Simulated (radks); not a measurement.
# Co⁺ in [Ar] 3d6 4s2: an all-electron calculation

What are the levels of the cobalt ion Co+, how large are its shells, and how does its energy divide?

Program: radks (a radial shooting solver on a logarithmic mesh, Libxc functionals) version 1. Level of theory: scalar-relativistic Kohn-Sham, PBE, spin-polarised, spherical densities, finite nucleus; open shells are filled with parallel spins first. These are calculated values, not measurements, unless marked.

### Step 1. The system

- element: cobalt (Z = 27)
- charge: +1
- electrons: 26
- configuration: [Ar] 3d6 4s2
- nuclear rms radius: 3.7875 fm

Outer shells as boxes (Hund's rule):

Co⁺
```
[Ar] core
3d [↑↓][↑ ][↑ ][↑ ][↑ ]
4s [↑↓]
```

### Step 2. The run

Input:

```text
Z 27
configuration [Ar] 3d6 4s2
relativity scalar-relativistic
functional pbe,pbe
spin polarised
nucleus finite rms 3.7875 fm
c 137.035999084
```

Run with:

```console
python run_ks.py task.json out
```

All runs below come from this command, one after another.

What does the calculation give?

The runs gave:

```
                        quantity                     value
                    total energy       -1392.74020 hartree
exchange-correlation share of it                    4.24 %
                            −T/E                    1.0129
          highest occupied level       4s down, -14.009 eV
    most extended occupied level  4s down, <r> = 2.54 bohr
 radius at density 0.001 e/bohr³                 4.00 bohr
    maxima of the radial density                         3
```

What this shows: The radial density shows 3 maxima for 4 occupied principal shells; where shells overlap, one shows as a shoulder or not at all. −T/E is 1.013: with relativity the kinetic term as defined here no longer equals −E. This is not the tabulated ground configuration, so its levels and sizes aren't those of the ground state, and no measured value stands beside it.
